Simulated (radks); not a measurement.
# Dipole-allowed lines with 48 electrons: Te⁴⁺, I⁵⁺, Xe⁶⁺

Aim: excitation energies and oscillator strengths as poles of the dipole polarisability below minus the highest eigenvalue. Time-dependent linear response with the Hartree and adiabatic exchange-only LDA kernel follows each ground state; no spin-orbit coupling. Its values go to the run's result record, not to the log.

Program: radks (a radial shooting solver on a logarithmic mesh, Libxc functionals) version 1. Level of theory: scalar-relativistic Kohn-Sham, exchange-only LDA, spin-unpolarised, spherical densities, finite nucleus. These are calculated values, not measurements, unless marked.

**1. The system**

* species: Te⁴⁺ ([Kr] 4d10 5s2), I⁵⁺ ([Kr] 4d10 5s2), Xe⁶⁺ ([Kr] 4d10 5s2)

**2. Te⁴⁺, [Kr] 4d10 5s2**

The run's settings:

```text
Z 52
configuration [Kr] 4d10 5s2 5p0 6s0 4f0 5d0
relativity scalar-relativistic
functional lda,
spin unpolarised
nucleus finite rms 4.7423 fm
c 137.035999084
response adiabatic LDA kernel, real frequencies
```

Run with:

```console
$ python run_ks.py task.json out
```

This one command runs every case of the session in turn.

**3. I⁵⁺, [Kr] 4d10 5s2**

The run's settings:

```text
Z 53
configuration [Kr] 4d10 5s2 5p0 6s0 4f0 5d0
relativity scalar-relativistic
functional lda,
spin unpolarised
nucleus finite rms 4.75 fm
c 137.035999084
response adiabatic LDA kernel, real frequencies
```

**4. Xe⁶⁺, [Kr] 4d10 5s2**

The run's settings:

```text
Z 54
configuration [Kr] 4d10 5s2 5p0 6s0 4f0 5d0
relativity scalar-relativistic
functional lda,
spin unpolarised
nucleus finite rms 4.7859 fm
c 137.035999084
response adiabatic LDA kernel, real frequencies
```

What does the calculation give? Wanted: for each run, species; −ε(HOMO); lowest orbital gap; first line; f; strongest line; its f; static α.

**Answer**, as computed:

```csv
species,−ε(HOMO) (eV),lowest orbital gap (eV),first line (eV),f,strongest line (eV),its f,static α (bohr³),measured (eV)
Te⁴⁺,52.325,5s-5p 11.730,14.164,1.57,14.164,1.57,7.465,-
I⁵⁺,68.076,5s-5p 13.466,16.169,1.57,16.169,1.57,5.725,-
Xe⁶⁺,85.220,5s-5p 15.217,18.171,1.57,18.171,1.57,4.522,-
```

In Te⁴⁺ the response moves the first line 2.434 eV above the bare orbital gap, and the lines found carry 83 % of the static polarisability. Very weak lines can be missed, and lines above minus the highest eigenvalue dissolve into this model's continuum.
